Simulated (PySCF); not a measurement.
# BeGa: bond curves at several levels of theory

Aim: find the lowest electronic state of BeGa, scan its bond at several levels of theory, and get bond length, wavenumber and dissociation energy from each curve.

Program: PySCF 2.14.0. Level of theory: Be pcseg-1, Ga pcseg-1, no relativity. These are calculated values, not measurements.

## (1) Set-up

Settings of the job:

```yaml
atoms: Be, Ga
charge: 0
basis: Be pcseg-1, Ga pcseg-1
Hamiltonian: no relativity
basis_functions: 36
electrons_treated: 35
masses_in_u: 9.0122, 68.9256
levels: PBE0, PBE, r²SCAN, MN15, revPBE, LDA, HF, MP2, SCS-MP2, CCSD, CCSD(T)
grid: 80 radial by 434 angular points
occupations: held fixed by the projection of orbital angular momentum
dissociation_limit: Be + Ga, each in its ground configuration
starting_distance_in_angstrom: 2.165
values_of_2S_to_try: 1, 3
```

Run with:

```console
> OMP_NUM_THREADS=1 python dia.py task.json out
```

Further steps of the session: The PBE0 curve of the state that the search chose; Excited determinants; PBE (GGA); r²SCAN; MN15 (hybrid meta-GGA); revPBE; LDA; UHF; Correlated methods on the Hartree–Fock reference.

What does the calculation give? Wanted: for each run, Re; ωe; De; μ.

As calculated:

Lowest PBE0 solution found, without spin–orbit coupling: ²Π (doublet), unpaired electrons π ↑. State 2 has its PBE0 minimum 0.10 eV higher. State 4 has its PBE0 minimum 1.11 eV higher. The other levels ran on the lowest alone.

```
      level  Re (Å)  ωe (cm⁻¹)  De (eV)  μ (D)
    UHF-MP2   2.456        318    0.297    n/a
   UHF-CCSD   2.572      222.2    0.154    n/a
UHF-CCSD(T)   2.515      265.1    0.238    n/a
        LDA   2.349        386     1.13  -0.27
        PBE   2.398        359     0.86  -0.03
     revPBE   2.421        347     0.73   0.04
     r²SCAN   2.363        378     0.87  -0.33
       PBE0   2.407        350     0.69  -0.24
       MN15   2.452      294.3     0.61  -0.93
```

De is counted to Be + Ga in their ground configurations. A positive dipole means Be(−)Ga(+). No constants: UHF (no minimum is bracketed among the points kept); UHF-SCS-MP2 (fits of two degrees disagree). ⟨S²⟩ is off the pure value of 0.75 by over a tenth at r²SCAN 0.89.

**Reading.** Bond lengths run from 2.349 Å (LDA) to 2.572 Å (UHF-CCSD). CCSD(T) can't serve as the judge here: for a weak bond in this basis it is far from its limit. Of the levels with a De here, UHF-CCSD gives the least (0.154 eV) and LDA the most (1.13 eV).

Correlated steps freeze 9 core orbitals.
